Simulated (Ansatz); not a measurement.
Write a Python script for the Ansatz DFT code, driven from Python that makes a rigid scan of one bond angle of C₂H₅BSe, SMILES B[Se]C=C. Settings (for the species named): r2SCAN, def2-SVP basis, multiplicity 1.

```csv
atom,x (Å),y (Å),z (Å)
B,0.0615,1.7700,-0.6242
Se,1.2643,0.2853,-1.0173
C,0.5253,-0.7065,0.4523
C,-0.3756,-1.5510,0.2872
H,0.3416,2.6708,0.0834
H,-1.0596,1.8497,-1.1318
H,1.0184,-0.5727,1.4560
H,-0.8030,-2.1050,1.1266
H,-0.8845,-1.6870,-0.6493
```

The script, `bend_c2h5bse.py`:
```python
# -*- coding: utf-8 -*-
"""Energy of C2H5BSe against one bond angle."""

import ansatz as az
from ase import Atoms

atoms = Atoms(["B", "Se", "C", "C", "H", "H", "H", "H", "H"], positions=[
    [0.0615, 1.77, -0.6242],
    [1.2643, 0.2853, -1.0173],
    [0.5253, -0.7065, 0.4523],
    [-0.3756, -1.551, 0.2872],
    [0.3416, 2.6708, 0.0834],
    [-1.0596, 1.8497, -1.1318],
    [1.0184, -0.5727, 1.456],
    [-0.803, -2.105, 1.1266],
    [-0.8845, -1.687, -0.6493],
])

# relax first, so that the scan starts from a minimum
first = (
    az.Crystal.molecule_from_ase(atoms).calculation()
    .basis(gaussian="def2-SVP")
    .functional("r2SCAN")
    .relax(force_tolerance=0.02, max_steps=80)
)
atoms.positions = first.run().report["positions_ang"]

rows = []
for angle in [90, 100, 110, 120, 135, 150, 165, 179]:
    bent = atoms.copy()
    bent.set_angle(2, 1, 0, angle, indices=[0, 4, 5])
    base = (
        az.Crystal.molecule_from_ase(bent).calculation()
        .basis(gaussian="def2-SVP")
        .functional("r2SCAN")
    )
    rows.append((angle, base.run().report["free_energy_ev"]))
floor = min(e for _, e in rows)
for angle, e in rows:
    print(f"angle C2-Se1-B0 = {angle:3d} deg   {1000 * (e - floor):9.1f} meV")
```

```console
$ python bend_c2h5bse.py
angle C2-Se1-B0 =  90 deg       166.6 meV
angle C2-Se1-B0 = 100 deg         0.0 meV
angle C2-Se1-B0 = 110 deg        55.9 meV
angle C2-Se1-B0 = 120 deg       262.0 meV
angle C2-Se1-B0 = 135 deg       777.7 meV
angle C2-Se1-B0 = 150 deg      1442.9 meV
angle C2-Se1-B0 = 165 deg      2073.0 meV
angle C2-Se1-B0 = 179 deg      2373.4 meV
```

The scan is rigid, and the energies are electronic, in a modest basis. The zero is the lowest point of the grid, which needn't be the minimum. Finished in 3 min on 1 thread of Arm Neoverse V1 (shared host), peak memory 0.22 GiB.
